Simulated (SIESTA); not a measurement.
Runs of SIESTA 5.4.2 on Ir. The cell holds a slab with vacuum, 5 atoms: a = 2.715 Å, b = 2.715 Å, c = 23.867 Å, α = 90.00°, β = 90.00°, γ = 120.00°. The slab is cut from a database's or a generator's crystal, which needn't be the stable form of the element.

| potentials or basis | gap on the mesh (eV) | largest force (eV/Å) |
| --- | --- | --- |
| PseudoDojo 0.4 standard (PBE files), DZDP (energy shift 0.003 Ry; two zetas on semicore shells) | none | 0.25 |
| PseudoDojo 0.4 standard (PBE files), TZP (energy shift 0.003 Ry; two zetas on semicore shells) | none | 0.25 |
| PseudoDojo 0.4 standard (PBE files), TZDP (energy shift 0.003 Ry; two zetas on semicore shells) | none | 0.32 |
| PseudoDojo 0.4 standard (PBE files), DZP (energy shift 0.003 Ry; two zetas on semicore shells) | none | 0.31 |
| PseudoDojo 0.4 standard (PBE files), DZ (energy shift 0.003 Ry; two zetas on semicore shells) | none | (a) |

Alike in all rows: task band structure; level PBE; no spin polarisation; cell as given; k mesh 11 × 11 × 1; smearing fermi-dirac 0.05 eV; grid cutoff 800 Ry; energy shift 0.003 Ry.

**Question.** Fill in the values left out.

**Answer.** (a) 0.14.

Caveats: the valence orbitals were made in a potential fitted to the semicore shell under them, which widens gaps by tenths of an eV or more; spin-orbit coupling is left out, which moves the levels of the heavy elements; the basis of atomic orbitals isn't converged, which shifts pressures, moduli and gaps; the basis has no polarisation orbitals (some runs).

A k mesh can miss the band edges, and the runs leave out spin-orbit coupling on Ir.

A gap of «none» marks a metal or a gap under the smearing width.
